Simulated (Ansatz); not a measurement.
# C2H8AlBSi: how energies converge with the basis set

An exercise on one series of results from a longer session: the logs are not shown, and one member is left open.

Method: one geometry, several basis sets; program: Ansatz 0.2.0, Gaussian basis.

Plan: PBE0-D4/def2-SVP; ωB97M-V/def2-SVP; PBE0-D4/def2-QZVPP; ωB97M-V/def2-QZVPP; the functionals' def2-TZVPP values are taken from earlier runs.

## The relaxed structure

An earlier PBE0-D4 in a triple-zeta def2 set relaxation fixed the geometry.

SMILES `[AlH2][SiH]1CBC1`, 13 atoms, charge 0, spin multiplicity 1.

Atoms are counted from 1 here; the program's logs count them from 0.

Bond lengths: Al1–Si2 2.443 Å, Al1–H6 1.589 Å, Al1–H7 1.588 Å, Si2–C3 1.954 Å, Si2–C5 1.951 Å, Si2–H8 1.489 Å, C3–B4 1.545 Å, C3–H9 1.085 Å, C3–H10 1.093 Å, B4–C5 1.545 Å, B4–H11 1.200 Å, C5–H12 1.093 Å, C5–H13 1.085 Å. Angles: Si2–Al1–H6 121.6°, Si2–Al1–H7 118.8°, H6–Al1–H7 119.6°, Al1–Si2–C3 117.9°, Al1–Si2–C5 118.7°, Al1–Si2–H8 116.2°, C3–Si2–C5 80.6°, C3–Si2–H8 108.9°, C5–Si2–H8 109.2°, Si2–C3–B4 75.7°, Si2–C3–H9 124.4°, Si2–C3–H10 99.8°, B4–C3–H9 120.9°, B4–C3–H10 118.7°, H9–C3–H10 111.6°, C3–B4–C5 109.7°, C3–B4–H11 121.3°, C5–B4–H11 121.4° and more.

The first run:

Contents of in.yaml:

```yaml
crystal:
  periodic: [false, false, false]
  atoms:
    - {symbol: Al, position_ang: [-2.487045, -0.000091, 0.250274]}
    - {symbol: Si, position_ang: [-0.112633, -0.360239, 0.697290]}
    - {symbol: C, position_ang: [1.107030, 1.141565, 0.426335]}
    - {symbol: B, position_ang: [1.082797, 0.418394, -0.938386]}
    - {symbol: C, position_ang: [1.002452, -1.108404, -0.717507]}
    - {symbol: H, position_ang: [-3.598818, -0.339836, 1.333670]}
    - {symbol: H, position_ang: [-2.919654, 0.597249, -1.155568]}
    - {symbol: H, position_ang: [0.220279, -1.026684, 1.986586]}
    - {symbol: H, position_ang: [0.822909, 2.185857, 0.509230]}
    - {symbol: H, position_ang: [1.886968, 0.878790, 1.145111]}
    - {symbol: H, position_ang: [0.602074, 0.935370, -1.909259]}
    - {symbol: H, position_ang: [1.774620, -1.589900, -0.112479]}
    - {symbol: H, position_ang: [0.639221, -1.766569, -1.500398]}
basis:
  gaussian: {orbitals: def2-SVP}
hamiltonian: {xc: pbe0, dispersion: d4}
output: {orbitals: {seedname: orbitals}}
```

Launch:

```
> ansatz run in.yaml --threads 4 --pin off --events-out ev --progress --plain --max-ram 10444MiB
```

Among the steps run: PBE0-D4 in def2-SVP; ωB97M-V in def2-SVP; PBE0-D4 in def2-QZVPP; ωB97M-V in def2-QZVPP.

One of the session's tables, all rows but one given; the rest of the session is left out.

It belongs to the step «Density functionals: the series». 

```
functional       basis  HOMO (eV)  LUMO (eV)
   PBE0-D4    def2-SVP      -7.34      -2.18
   PBE0-D4  def2-TZVPP          ?          ?
   PBE0-D4  def2-QZVPP      -7.33      -2.21
   ωB97M-V    def2-SVP      -9.33      -0.51
   ωB97M-V  def2-TZVPP      -9.34      -0.59
   ωB97M-V  def2-QZVPP      -9.34      -0.68
```

**Question.** Estimate the row for PBE0-D4, def2-TZVPP.

**Answer.** HOMO (eV): -7.33; LUMO (eV): -2.20.
